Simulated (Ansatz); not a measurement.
# C5H6O2: small, medium and large basis sets

The task here is to estimate one member of a computed series from the others.

Computed with Ansatz 0.2.0, Gaussian basis. Level: one geometry, several basis sets.

The runs, in order: PBE0-D4/def2-SVP; ωB97M-V/def2-SVP; PBE0-D4/def2-QZVPP; ωB97M-V/def2-QZVPP; the functionals' def2-TZVPP values are taken from earlier runs.

## The relaxed structure

An earlier PBE0-D4 in a triple-zeta def2 set relaxation fixed the geometry.

SMILES `C=C1CCOC1=O`, 13 atoms, charge 0, spin multiplicity 1.

Atoms are counted from 1 here; the program's logs count them from 0.

Bond lengths: C1–C2 1.324 Å, C1–H8 1.084 Å, C1–H9 1.084 Å, C2–C3 1.493 Å, C2–C6 1.490 Å, C3–C4 1.530 Å, C3–H10 1.094 Å, C3–H11 1.090 Å, C4–O5 1.429 Å, C4–H12 1.094 Å, C4–H13 1.089 Å, O5–C6 1.353 Å, C6–O7 1.194 Å. Angles: C2–C1–H8 122.3°, C2–C1–H9 119.4°, H8–C1–H9 118.3°, C1–C2–C3 130.9°, C1–C2–C6 121.8°, C3–C2–C6 107.3°, C2–C3–C4 102.0°, C2–C3–H10 110.2°, C2–C3–H11 113.7°, C4–C3–H10 110.4°, C4–C3–H11 112.6°, H10–C3–H11 107.9°, C3–C4–O5 106.5°, C3–C4–H12 111.8°, C3–C4–H13 113.6°, O5–C4–H12 108.2°, O5–C4–H13 107.7°, H12–C4–H13 108.8° and more.

Geometry (Å):

```xyz
13
C5H6O2
C    -1.7323   -0.5031    0.8855
C    -0.6163   -0.0556    0.3307
C     0.7841   -0.5686    0.3989
C     1.4325    0.1165   -0.8052
O     0.6216    1.2528   -1.1116
C    -0.6038    1.1474   -0.5480
O    -1.4807    1.9297   -0.7605
H    -1.7526   -1.3863    1.5134
H    -2.6622    0.0267    0.7120
H     1.2611   -0.2411    1.3278
H     0.8552   -1.6555    0.3512
H     1.4497   -0.5364   -1.6822
H     2.4436    0.4735   -0.6122
```

The first run:

Contents of in.yaml:

```yaml
crystal:
  periodic: [false, false, false]
  atoms:
    - {symbol: C, position_ang: [-1.732291, -0.503149, 0.885539]}
    - {symbol: C, position_ang: [-0.616275, -0.055556, 0.330723]}
    - {symbol: C, position_ang: [0.784121, -0.568626, 0.398927]}
    - {symbol: C, position_ang: [1.432512, 0.116523, -0.805163]}
    - {symbol: O, position_ang: [0.621564, 1.252801, -1.111553]}
    - {symbol: C, position_ang: [-0.603787, 1.147414, -0.548002]}
    - {symbol: O, position_ang: [-1.480667, 1.929720, -0.760468]}
    - {symbol: H, position_ang: [-1.752619, -1.386291, 1.513397]}
    - {symbol: H, position_ang: [-2.662193, 0.026699, 0.712028]}
    - {symbol: H, position_ang: [1.261130, -0.241126, 1.327814]}
    - {symbol: H, position_ang: [0.855234, -1.655495, 0.351188]}
    - {symbol: H, position_ang: [1.449696, -0.536359, -1.682234]}
    - {symbol: H, position_ang: [2.443586, 0.473467, -0.612197]}
basis:
  gaussian: {orbitals: def2-SVP}
hamiltonian: {xc: pbe0, dispersion: d4}
output: {orbitals: {seedname: orbitals}}
```

The run is started by

```bash
> ansatz run in.yaml --threads 4 --pin off --events-out ev --progress --plain --max-ram 11315MiB
```

Among the steps run: PBE0-D4 in def2-SVP; ωB97M-V in def2-SVP; PBE0-D4 in def2-QZVPP; ωB97M-V in def2-QZVPP.

One table of the session follows, with a row left open; its other results are not shown here.

It belongs to the step «Functionals by basis». 

| functional | basis | HOMO (eV) |
| --- | --- | --- |
| PBE0-D4 | def2-SVP | -7.77 |
| PBE0-D4 | def2-TZVPP | ? |
| PBE0-D4 | def2-QZVPP | -7.92 |
| ωB97M-V | def2-SVP | -10.14 |
| ωB97M-V | def2-TZVPP | -10.23 |
| ωB97M-V | def2-QZVPP | -10.25 |

Estimate the missing values for PBE0-D4, def2-TZVPP.

As computed: HOMO (eV): -7.89. In the column «HOMO (eV)» it lies between PBE0-D4, def2-QZVPP (-7.92) and PBE0-D4, def2-SVP (-7.77).
